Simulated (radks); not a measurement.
# Ga in [Ar] 3d10 4s2 4p1: an all-electron calculation

The task here is to estimate one member of a computed series from the others.

Method: scalar-relativistic Kohn-Sham, PBEsol, spin-polarised, spherical densities, finite nucleus; open shells are filled with parallel spins first. Code: radks (a radial shooting solver on a logarithmic mesh, Libxc functionals) version 1.

## The atom as given

* element: gallium (Z = 31)
* charge: 0
* electrons: 31
* configuration: [Ar] 3d10 4s2 4p1
* nuclear rms radius: 3.9973 fm

The outer shells:

Ga
```
[Ar] core
3d [↑↓][↑↓][↑↓][↑↓][↑↓]
4s [↑↓]
4p [↑ ][  ][  ]
```

The first run:

The run's settings:

```text
Z 31
configuration [Ar] 3d10 4s2 4p1
relativity scalar-relativistic
functional pbe_sol,pbe_sol
spin polarised
nucleus finite rms 3.9973 fm
c 137.035999084
```

The run is started by

```
python run_ks.py task.json out
```

The same process makes all the runs of this session.

One table of the session follows, with a row left open; its other results are not shown here.

It belongs to the step «Radial structure». From the orbitals of this run (lengths in bohr):

```
  level      <r>  outermost maximum (interpolated)  90 % within  nodes
  1s up  0.04863                            0.0318       0.0869      0
1s down  0.04863                            0.0318       0.0869      0
2s down   0.2180                             0.183        0.337      1
  2s up   0.2180                             0.183        0.337      1
  2p up   0.1908                             0.146        0.312      0
2p down   0.1908                             0.146        0.312      0
  3s up   0.6524                             0.565        0.977      2
3s down   0.6523                             0.565        0.977      2
  3p up   0.6796                             0.567         1.05      1
3p down   0.6795                             0.567         1.05      1
  3d up        ?                                 ?            ?      ?
3d down   0.8089                             0.533         1.40      0
  4s up    2.349                              1.90         3.59      3
4s down    2.328                              1.88         3.56      3
  4p up    3.347                              2.55         5.32      2
4p down    3.397                              2.52         5.46      2
```

**Question.** Estimate the row for 3d up.

**Answer.** <r>: 0.8128; outermost maximum (interpolated): 0.533; 90 % within: 1.41; nodes: 0. In the column «<r>» it lies between 3d down (0.8089) and 4s down (2.328).

Limits of these values: Open shells are spherical and high-spin; term and fine-structure splittings are not resolved.
